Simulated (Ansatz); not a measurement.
**B3LYP/6-31G(d) (spherical functions) run of NO2F (nitryl fluoride)**

Aim: the electronic atomisation energy of NO2F (nitryl fluoride) at B3LYP/6-31G* (spherical functions), from 4 runs. 

The results are computed with Ansatz 0.2.0.

36 further runs of the same task are left out: 36 set aside as unsound or not needed.

## Step 1: The structure to begin with

The species is NO2F (4 atoms), meant as a singlet with charge 0. SMILES: `O=[N+]([O-])F`. The coordinates come from a PBE0-D4/def2-TZVP relaxation.

Bond lengths: O1–N2 1.170 Å, N2–O3 1.170 Å, N2–F4 1.442 Å. Angles: O1–N2–O3 135.6°, O1–N2–F4 112.2°, O3–N2–F4 112.2°.

## Step 2: The energy at B3LYP/6-31G(d) (spherical functions)

File in.yaml:

```yaml
basis:
  gaussian:
    orbitals: 6-31G_st_-spherical.json
crystal:
  periodic: [false, false, false]
  atoms:
    - symbol: O
      position_ang: [0.188290, 0.469930, 1.120250]
    - symbol: N
      position_ang: [0.079720, -0.071800, 0.089140]
    - symbol: O
      position_ang: [0.476580, -1.068680, -0.376880]
    - symbol: F
      position_ang: [-0.744590, 0.670550, -0.832510]
hamiltonian:
  xc: {name: B3LYP}
accuracy: high
output: {orbitals: {seedname: orbitals}}
```

The basis set 6-31G* is read from a file made from the Basis Set Exchange's data (not shown).

Started as:

```console
$ ansatz run in.yaml --threads 1 --pin off --max-ram 3480MiB --events-out events.jsonl --progress --plain --runs-dir runs
```

Log:

```text
Warning: RAYON_NUM_THREADS=1 ignored (pool sized by the plan → 1); use --threads N
Functional definition: B3LYP
  name "B3LYP"
  parameter a0 = 0.2
  parameter ax = 0.72
  parameter ac = 0.81
  exchange = (1 - a0 - ax)*slater_x + ax*b88_x + a0*exact_x
  correlation = (1 - ac)*vwn_rpa_c + ac*lyp_c
1162 factors; integrals over basis functions are off by at most 3.0e-9 eV
mean field evaluation 1: about -8291.1269 eV, gradient 5.7e1 eV
mean field evaluation 2: about -8279.0076 eV, gradient 1.1e2 eV
mean field evaluation 4: about -8295.9788 eV, gradient 6.2e0 eV
mean field evaluation 8: about -8296.0375 eV, gradient 3.0e-2 eV
mean field evaluation 16: about -8296.0375 eV, gradient 3.2e-6 eV
mean field -8296.03754198 eV, -304.8737564114 hartree, gradient 8.5e-8 eV, S^2 0.000000; 0 other end points of the search recorded, 0 dependent functions left out
reference -8296.03755894 eV, -304.8737570349 hartree; 16, 16 occupied and 40, 40 virtual orbitals, 1162 factors
Total energy: -8296.03755894 eV, -304.8737570349 hartree
```

It took 1.8 s on 1 thread of Arm Neoverse V2, shared host; peak memory 0.14 GiB.

## Step 3: The F atom at the same level

File job.yaml:

```yaml
crystal:
  periodic: [false, false, false]
  atoms:
    - symbol: F
      position_ang: [0.000000, 0.000000, 0.000000]
basis:
  gaussian:
    orbitals: 6-31G_st_-spherical.json
magnetization:
  spin_polarized: true
  initial_magnetization: 1
accuracy: high
hamiltonian:
  xc: {name: B3LYP}
```

The basis set 6-31G* is read from a file made from the Basis Set Exchange's data (not shown).

Run the same way, it converges to -99.71458 Eh (log not shown).

## Step 4: The N atom at the same level

File in.yaml:

```yaml
crystal:
  periodic: [false, false, false]
  atoms:
    - {symbol: "N", position_ang: [0.000000, 0.000000, 0.000000]}
basis:
  gaussian:
    orbitals: 6-31G_st_-spherical.json
magnetization:
  spin_polarized: true
  initial_magnetization: 3
hamiltonian:
  xc: {name: B3LYP}
accuracy: high
```

The basis set 6-31G* is read from a file made from the Basis Set Exchange's data (not shown).

Run the same way, it converges to -54.58288 Eh (log not shown).

## Step 5: The O atom at the same level

File run.yaml:

```yaml
crystal:
  periodic: [false, false, false]
  atoms:
    - {symbol: O, position_ang: [0.000000, 0.000000, 0.000000]}
basis:
  gaussian:
    orbitals: 6-31G_st_-spherical.json
total_charge: 0
magnetization:
  spin_polarized: true
  initial_magnetization: 2
hamiltonian:
  xc: {name: B3LYP}
accuracy: high
```

The basis set 6-31G* is read from a file made from the Basis Set Exchange's data (not shown).

Run the same way, it converges to -75.05940 Eh (log not shown).

## Step 6: What came out

Level: B3LYP/6-31G* (spherical functions).

| quantity | value |
| --- | --- |
| molecule: total energy | -304.87376 Eh |
| molecule: HOMO energy | -9.71 eV |
| molecule: LUMO energy | -2.45 eV |
| molecule: HOMO–LUMO gap | 7.26 eV |
| F atom: total energy | -99.71458 Eh |
| F atom: ⟨S²⟩ | 0.751 |
| N atom: total energy | -54.58288 Eh |
| N atom: ⟨S²⟩ | 3.752 |
| O atom: total energy | -75.05940 Eh |
| O atom: ⟨S²⟩ | 2.002 |
| electronic atomisation energy | 12.449 eV |

Taking the molecule apart into free atoms costs 12.45 eV (1201 kJ/mol), before zero-point energy and without spin-orbit coupling.
